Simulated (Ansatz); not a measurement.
This script makes vertical spin-state energies of C2H7NOSn, SMILES N=C(O)[CH2][SnH3] with the Ansatz DFT code, driven from Python.

`c2h7nosn.xyz`
```text
12

N    -1.78280    0.54500    0.60570
C    -0.72290    0.96610    0.04660
O    -0.20380    2.20620    0.36490
C     0.07710    0.08970   -0.91770
Sn    1.15930   -1.37590    0.15180
H    -2.26360   -0.32060    0.37680
H    -0.60590    2.82490    1.03970
H     0.72500    0.70010   -1.55360
H    -0.71570   -0.42820   -1.53260
H     2.31300   -0.53670    1.21440
H     1.99440   -2.40180   -0.94020
H     0.10290   -2.32380    1.17830
```

`spin_c2h7nosn.py`:
```python
import warnings

import ansatz as az

warnings.simplefilter('ignore', az.DeckWarning)

system = az.Crystal.molecule_from_extxyz('c2h7nosn.xyz')

setup = (
    system.calculation()
    .basis(gaussian='def2-SVP')
    .functional('HF')
)
found = {}
for unpaired in [0, 2]:
    report = setup.spin('collinear', total=unpaired).run().report
    s = unpaired / 2
    found[unpaired] = report['free_energy_ev']
    print(f'2S+1 = {unpaired + 1}: E = {found[unpaired]:.5f} eV, <S^2> = {abs(report["mean_field"]["state"]["spin_squared"]):.3f} (pure state {s * (s + 1):.2f})')
lowest = min(found, key=found.get)
for unpaired, e in found.items():
    print(f'multiplicity {unpaired + 1}: {(e - found[lowest]):.3f} eV above the lowest')
```

Which spin state is lowest at this geometry, and how far above lie the others?

In order: multiplicity 1 (+0.00 eV) and multiplicity 3 (+4.11 eV), all at the one geometry.

The run itself:

Output of `python spin_c2h7nosn.py`:
```text
2S+1 = 1: E = -11489.97049 eV, <S^2> = 0.000 (pure state 0.00)
2S+1 = 3: E = -11485.85636 eV, <S^2> = 2.022 (pure state 2.00)
multiplicity 1: 0.000 eV above the lowest
multiplicity 3: 4.114 eV above the lowest
```

Caveats:
- Total energies depend on the basis set; only differences at equal settings carry meaning.
- The geometry is a force-field or estimated start, not a minimum of this method, and the basis set is short of its limit. All parts are taken at fixed geometry, without zero-point energy.
- def2 sets replace the cores of elements past krypton by effective core potentials.
- Hartree-Fock leaves correlation out, so it favours high-spin states too much.
- Spin-orbit coupling, which mixes and shifts the spin states of heavy atoms, is left out.
- Finished in 20 s on 1 thread of Arm Neoverse V2, with other jobs on the host, peak memory 0.4 GiB.

(Lines on the test bed's own set-up are left out of the output.)
